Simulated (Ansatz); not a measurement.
# HfH2 (singlet): the correlation ladder at distance Hf1–H2 = 3.530 Å, def2-SVP

An exercise on one series of results from a longer session: the logs are not shown, and one member is left open.

Method: def2-SVP, core rule «outside noble gas», up to 4 orbitals frozen; program: Ansatz 0.2.0, Gaussian basis.

Plan: UHF; CCSD(T) on RHF; CCSD(T) on UHF; CISD; CCSDT(Q) on RHF; CCSDT(Q) on UHF; CASSCF and MRCISD+Q, 2 electrons in 2 orbitals; CASSCF and NEVPT2, 2 electrons in 2 orbitals; Full CI.

40 further runs of the same task are left out: 22 for a known fault of the program, 15 that didn't finish, 3 set aside as unsound or not needed.

## What is computed

The geometry derives from a PBE0/def2-TZVP stationary point (not a proven minimum). One bond is set to the value named and the two fragments are kept rigid. No spin-orbit coupling is included. Elements past krypton take def2 core potentials.

3 atoms, charge 0, spin multiplicity 1.

Atoms are counted from 1 here; the program's logs count them from 0.

Bond lengths: Hf1–H3 1.912 Å.

Coordinates:

```xyz
3
H2Hf
Hf    0.0000    0.0000    0.5394
H     0.0000    0.0000   -2.9906
H     0.0000    0.0000    2.4512
```

Set-up of the first run:

in.yaml reads:

```yaml
crystal:
  periodic: [false, false, false]
  atoms:
    - {symbol: Hf, position_ang: [0.000000, 0.000000, 0.539400]}
    - {symbol: H, position_ang: [0.000000, 0.000000, -2.990600]}
    - {symbol: H, position_ang: [0.000000, 0.000000, 2.451200]}
basis:
  gaussian: {orbitals: def2-SVP}
magnetization: {spin_polarized: true, initial_magnetization: 0}
hamiltonian: {xc: hf}
output: {orbitals: {seedname: orbitals}}
```

On the command line:

```bash
ansatz run in.yaml --threads 1 --pin off --events-out ev --progress --plain --max-ram 2393MiB
```

Steps of the session up to this table: UHF; CCSD(T) on RHF; CCSD(T) on UHF; CISD; CCSDT(Q) on RHF; CCSDT(Q) on UHF; CASSCF and MRCISD+Q, 2 electrons in 2 orbitals; CASSCF and NEVPT2, 2 electrons in 2 orbitals; Full CI.

One of the session's tables, all rows but one given; the rest of the session is left out.

| method | from FCI (meV) |
| --- | --- |
| RHF | +3308.6 |
| RMP2 | +1274.1 |
| CISD | +518.6 |
| RCCSD | +199.7 |
| RCCSD(T) | +71.9 |
| RCCSDT | +10.8 |
| RCCSDT(Q) | +0.2 |
| CASSCF pair | ? |
| NEVPT2 pair | +815.3 |
| MRCISD pair | +257.6 |
| MRCISD+Q pair | -30.6 |
| FCI | 0 |

**Question.** Estimate the row for CASSCF pair.

The run gave: from FCI (meV): +2293.9. In the column «from FCI (meV)» it lies between RMP2 (+1274.1) and RHF (+3308.6).

Left out of the table: UHF, UMP2, UCCSD, UCCSD(T), UCCSDT, UCCSDT(Q) (another determinant or state than the rows shown).

Caveats from the session: MRCISD+Q pair falls below full CI: the +Q correction isn't variational, and the cores differ from full CI's.
